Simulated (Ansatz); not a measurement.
# La2Ga4Cu: the cost of one run

Program: Ansatz 0.2.0. Level of theory: reference: DFT PBEsol, plane waves, PAW, scalar-relativistic, no spin polarisation. These are calculated values, not measurements.

## 1. The system as given

Symmetry: I4/mmm, No. 139, tetragonal system. Conventional cell: a = 4.592 Å, b = 4.592 Å, c = 14.290 Å, α = 90.00°, β = 90.00°, γ = 90.00°. La (site symmetry 4mm) has 4 Ga at 2.71 Å as nearest neighbours. Around Cu (site symmetry 4/mmm) lie 4 Ga at 2.30 Å. Ga (site symmetry mmm) is surrounded by 2 Cu at 2.30 Å. Ga (site symmetry -4m2) is surrounded by 4 La at 2.71 Å.

As a file:

```
La Cu Ga
1.0
     0.00000    4.59156    0.00000
     4.59156    0.00000    0.00000
     2.29578    2.29578   -7.14495
La Cu Ga
2 1 4
Direct
  0.35100 0.35100 0.29800
  0.64900 0.64900 0.70200
  0.00000 0.00000 0.00000
  0.50000 0.00000 0.00000
  0.00000 0.50000 0.00000
  0.75000 0.25000 0.50000
  0.25000 0.75000 0.50000
```

## 2. The reference run

Contents of input.yaml:

```yaml
crystal:
  lattice:
    - [0.0, 4.591562, 0.0]
    - [4.591562, 0.0, 0.0]
    - [2.295781, 2.295781, -7.144946]
  atoms:
    - { symbol: La, position: [0.351, 0.351, 0.298] }
    - { symbol: La, position: [0.649, 0.649, 0.702] }
    - { symbol: Cu, position: [0.0, 0.0, 0.0] }
    - { symbol: Ga, position: [0.5, 0.0, 0.0] }
    - { symbol: Ga, position: [0.0, 0.5, 0.0] }
    - { symbol: Ga, position: [0.75, 0.25, 0.5] }
    - { symbol: Ga, position: [0.25, 0.75, 0.5] }
  symmetry: { tolerance: 0.0003 }
kpoints:
  mp_grid: { grid: [4, 4, 4], shift: [0, 0, 0] }
magnetization:
  spin_polarized: false
scf:
  occupations: { method: fermi_dirac }
hamiltonian:
  pseudopotentials: { kind: paw }
  xc: pbesol
basis:
  ecutwfc: 420
output:
  forces: true
  stress: true
  eigenvalues: true
  write_density: true
  write_potential: true
  elf: true
  volumetric_format: npy
relax:
  max_steps: 40
  cell: {}
```

Command:

```sh
> ansatz run input.yaml --threads 1 --pin off --max-ram 2560MiB --backend cpu --events-out ev --progress --plain --runs-dir out
```

**Question.** How long does this run take on 1 thread of Intel Xeon Gold 6455B (Sapphire Rapids), shared host, and how much memory does it need?

About 60 s, with a peak of 0.56 GiB.
